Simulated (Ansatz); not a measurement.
**ZrSi3 (AuCu3 type): a single-point run**

Wanted: a converged single-point run for ZrSi3 (AuCu3 type), and a check of what comes out. The structure is shown as the input types it.

Method: DFT PBE, scalar-relativistic, plane waves, PAW, in Ansatz 0.2.0.

1 further run of the same task is left out (it didn't finish).

### Step 1. The starting structure

It takes space group Pm-3m (No. 221, cubic). Conventional cell: a = 3.990 Å, b = 3.990 Å, c = 3.990 Å, α = 90.00°, β = 90.00°, γ = 90.00°. Zr (site symmetry m-3m) is surrounded by 12 Si at 2.82 Å. Si (site symmetry 4/mmm) has 4 Zr at 2.82 Å and 8 Si at 2.82 Å as nearest neighbours.

Structure file:

```
CELL_PARAMETERS angstrom
3.98994 0.00000 0.00000
0.00000 3.98994 0.00000
0.00000 0.00000 3.98994
ATOMIC_POSITIONS crystal
Zr 0.00000 0.00000 0.00000
Si 0.00000 0.50000 0.50000
Si 0.50000 0.50000 0.00000
Si 0.50000 0.00000 0.50000
```

### Step 2. Input and run

input.yaml

```yaml
crystal:
  lattice:
    - [3.9899433751, 0.0, 0.0]
    - [0.0, 3.9899433751, 0.0]
    - [0.0, 0.0, 3.9899433751]
  atoms:
    - { symbol: Zr, position: [0.0, 0.0, 0.0] }
    - { symbol: Si, position: [0.0, 0.5, 0.5] }
    - { symbol: Si, position: [0.5, 0.5, 0.0] }
    - { symbol: Si, position: [0.5, 0.0, 0.5] }
basis:
  ecutwfc: 30
  ecutrho_ratio: 4
kpoints:
  mp_grid: { grid: [8, 8, 8] }
hamiltonian:
  xc: pbe
scf:
  occupations: { method: gaussian, width: 0.05 }
  max_iter: 80
output:
  forces: true
  stress: true
```

The run is started by

```sh
$ ansatz run input.yaml --threads 2 --pin off --max-ram 2662MiB --backend cpu --events-out ev --progress --plain --runs-dir out
```

What happens when this is run?

The run converged and reported no error, with warnings (cutoff below recommended). It gives a pressure of -522 GPa, which is large.

In the input, basis.ecutwfc is 30. With so few plane waves the basis is incomplete by a wide margin. The potentials' recommended cutoff is 420 eV.

Run again and compare: set basis.ecutwfc to 420.
